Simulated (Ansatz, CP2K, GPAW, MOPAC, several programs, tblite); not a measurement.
# KSrBr3 (cubic perovskite) from semi-empirical methods to plane-wave DFT

KSrBr3, cubic perovskite, relaxed with r2SCAN in Ansatz, was computed with several methods. The symmetry is Pm-3m (No. 221, cubic); conventional cell a = 5.938 Å, 41.88 Å³ an atom. Around K lie 12 Br at 4.20 Å; around Sr lie 6 Br at 2.97 Å; around Br lie 2 Sr at 2.97 Å and 4 K at 4.20 Å. Values at 0 K without nuclear motion; spin polarisation is off, and the phase may be a hypothetical one.

```yaml
crystal:
  lattice:
    - [5.93805, 0.00000, 0.00000]
    - [0.00000, 5.93805, 0.00000]
    - [0.00000, 0.00000, 5.93805]
  atoms:
    - { symbol: K, position: [0.00000, 0.00000, 0.00000] }
    - { symbol: Sr, position: [0.50000, 0.50000, 0.50000] }
    - { symbol: Br, position: [0.50000, 0.50000, 0.00000] }
    - { symbol: Br, position: [0.50000, 0.00000, 0.50000] }
    - { symbol: Br, position: [0.00000, 0.50000, 0.50000] }
```

Gaps and times are for a single point on this cell; volume and bulk modulus come from each method's own relaxation or energy curve at fixed shape. Times are rough, from shared hosts (Arm Neoverse V2), and each method has its own mesh and cell size. GFN1-xTB (tblite): levels, charges or heat of formation failed a check of plausibility, so no values are given. A star marks a curve whose lowest point is an end point. PM6 (MOPAC), PM7 (MOPAC), GFN1-xTB (tblite), GFN2-xTB (tblite) treat a cluster of cells at its zone centre, which samples few k points: where these miss a band edge, the gap comes out too large for that reason alone. Gaps from k meshes are read at a limited set of points (mesh, symmetry points, PBE's band edges), so each method's own least gap may be somewhat smaller. xTB and the PM methods were fitted mostly to molecules, and can miss a solid's gap by electronvolts. Minimal bases can be far off for gaps. GLLB-SC's gap includes the derivative discontinuity. d marks a direct gap, i an indirect one (no mark: not told apart), a dash a value that wasn't computed or didn't pass its checks.

```json
{"method": "light PBE (260 eV, its own mesh)", "kind": "light plane-wave", "gap (eV)": "3.76 i", "own volume (Å³/atom)": "–", "bulk modulus (GPa)": "–", "atoms computed": "5", "processor time": "1.1 s"}
{"method": "GFN1-xTB (tblite)", "kind": "tight binding", "gap (eV)": "–", "own volume (Å³/atom)": "–", "bulk modulus (GPa)": "–", "atoms computed": "40", "processor time": "1.8 s"}
{"method": "PM6 (MOPAC)", "kind": "semi-empirical", "gap (eV)": "7.05", "own volume (Å³/atom)": "–", "bulk modulus (GPa)": "–", "atoms computed": "40", "processor time": "2 s"}
{"method": "GFN2-xTB (tblite)", "kind": "tight binding", "gap (eV)": "3.34", "own volume (Å³/atom)": "43.23", "bulk modulus (GPa)": "11", "atoms computed": "40", "processor time": "2.2 s"}
{"method": "PM7 (MOPAC)", "kind": "semi-empirical", "gap (eV)": "8.86", "own volume (Å³/atom)": "–", "bulk modulus (GPa)": "–", "atoms computed": "40", "processor time": "2.4 s"}
{"method": "PBE", "kind": "semilocal", "gap (eV)": "3.75 i", "own volume (Å³/atom)": "42.87", "bulk modulus (GPa)": "17", "atoms computed": "5", "processor time": "3.6 s"}
{"method": "PBE/SZV (CP2K)", "kind": "small basis", "gap (eV)": "2.37 i", "own volume (Å³/atom)": "46.81*", "bulk modulus (GPa)": "–", "atoms computed": "5", "processor time": "6.4 s"}
{"method": "r2SCAN", "kind": "semilocal", "gap (eV)": "4.44 i", "own volume (Å³/atom)": "41.88", "bulk modulus (GPa)": "19", "atoms computed": "5", "processor time": "9.4 s"}
{"method": "PBE/DZVP (CP2K)", "kind": "small basis", "gap (eV)": "3.78 i", "own volume (Å³/atom)": "43.20", "bulk modulus (GPa)": "17", "atoms computed": "5", "processor time": "12 s"}
{"method": "GLLB-SC (GPAW)", "kind": "model potential", "gap (eV)": "7.96", "own volume (Å³/atom)": "–", "bulk modulus (GPa)": "–", "atoms computed": "5", "processor time": "30 s"}
```

Against r2SCAN (4.44 eV) the nearest gap at the points sampled is that of PBE/DZVP (CP2K) (-0.66 eV) and the farthest that of PM7 (MOPAC) (+4.43 eV). r2SCAN is only a yardstick of convenience: semilocal gaps usually lie below measured ones, which GLLB-SC and hybrids aim to mend.

Volumes against r2SCAN's: GFN2-xTB (tblite) +3.2 %, PBE +2.4 %, PBE/DZVP (CP2K) +3.2 %.

Spin-orbit coupling is left out.
